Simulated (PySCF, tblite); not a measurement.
# C₅H₃FO: geometry, infrared bands, NMR shifts and spin-spin couplings

Wanted: the infrared bands, NMR shifts and spin-spin couplings of C₅H₃FO (`C=C(F)C#CC=O`), by calculation.

Computed with tblite 0.8.0 and PySCF 2.14.0, with density-fitted response routines of our own, on a single molecule in the gas phase. Atoms are numbered from 0 throughout.

## Step 1: The molecule as given

10 atoms, charge 0, multiplicity 1; geometry from: force field or distance geometry start.

Bonds of the start (Å): C0–C1 1.32, C1–F2 1.36, C1–C3 1.44, C3–C4 1.22, C4–C5 1.43, C5–O6 1.25, C0–H7 1.08, C0–H8 1.10, C5–H9 1.07.

## Step 2: Optimising the geometry with GFN2-xTB

The job: settings as JSON, then the geometry in Å.

```
{"job": {"kind": "relax", "xc": "GFN2-xTB", "basis": "xTB"}, "charge": 0, "multiplicity": 1}
C     -2.197300     0.440500    -0.144100
C     -1.360200    -0.569900     0.032300
F     -1.769000    -1.822500     0.377500
C      0.051700    -0.339900    -0.123200
C      1.248400    -0.139600    -0.252500
C      2.648900     0.120800    -0.411900
O      3.184300     1.223000    -0.143700
H     -3.270000     0.329100    -0.032900
H     -1.806900     1.431200    -0.410700
H      3.279100    -0.668100    -0.766300
```

Started as:

```
> OMP_NUM_THREADS=1 python probes_run.py task.json out
```

The driver reads the jobs from task.json and runs them one after another.

**Question.** This job is followed by: GFN2-xTB harmonic vibrations, gas phase; GIAO PBE0/pcSseg-1 NMR shielding, non-relativistic, gas phase; B3LYP/pcJ-1 indirect spin-spin coupling, non-relativistic, gas phase. What will the session give for the following? strongest single infrared mode (GFN2-xTB); zero-point energy (GFN2-xTB); ¹³C shifts against TMS (PBE0/pcSseg-1); ¹H shifts against TMS (PBE0/pcSseg-1); ¹⁹F shifts against CFCl3 (PBE0/pcSseg-1); ¹⁷O shifts against H2O (PBE0/pcSseg-1); largest coupling of the table (B3LYP/pcJ-1).

The runs gave:

| quantity | value |
| --- | --- |
| strongest single infrared mode (GFN2-xTB) | 1738 cm⁻¹, 369 km/mol |
| zero-point energy (GFN2-xTB) | 38.1 kcal/mol |
| ¹³C shifts against TMS (PBE0/pcSseg-1) | 179.6, 156.6, 121.1, 97.0, 92.1 ppm |
| ¹H shifts against TMS (PBE0/pcSseg-1) | 9.64, 5.92, 5.80 ppm |
| ¹⁹F shifts against CFCl3 (PBE0/pcSseg-1) | -97.7 ppm |
| ¹⁷O shifts against H2O (PBE0/pcSseg-1) | 753.8 ppm |
| largest coupling of the table (B3LYP/pcJ-1) | ¹J(C,F) C1–F2, -320.4 Hz |

In words: Relaxing lowered the energy by 0.214 eV in 76 steps; the close pair that moved most is C5–O6, from 1.254 to 1.202 Å. All 24 modes are real, so the xTB geometry is a minimum. The strongest single mode, at 1738 cm⁻¹, moves mainly C5 and O6. GFN2-xTB is a fitted tight-binding method: band positions and strengths are rough. Its intensities can rank the bands wrongly. The most deshielded carbon is C5 (aldehyde carbonyl carbon), at 179.6 ppm: the double bond to the heteroatom, with no lone-pair donor beside it, deshields it most. H9 (hydrogen on an aldehyde carbonyl carbon) lies farthest downfield among hydrogen, at 9.64 ppm; the formyl region, downfield of aromatic protons. At PBE0/pcSseg-1: Shielding is most anisotropic at O6 (span 1571 ppm, paramagnetic term -817 ppm). Of the pairs tabulated at B3LYP/pcJ-1, C1–F2 couples most strongly (-320.4 Hz; Fermi contact -315.8 Hz).
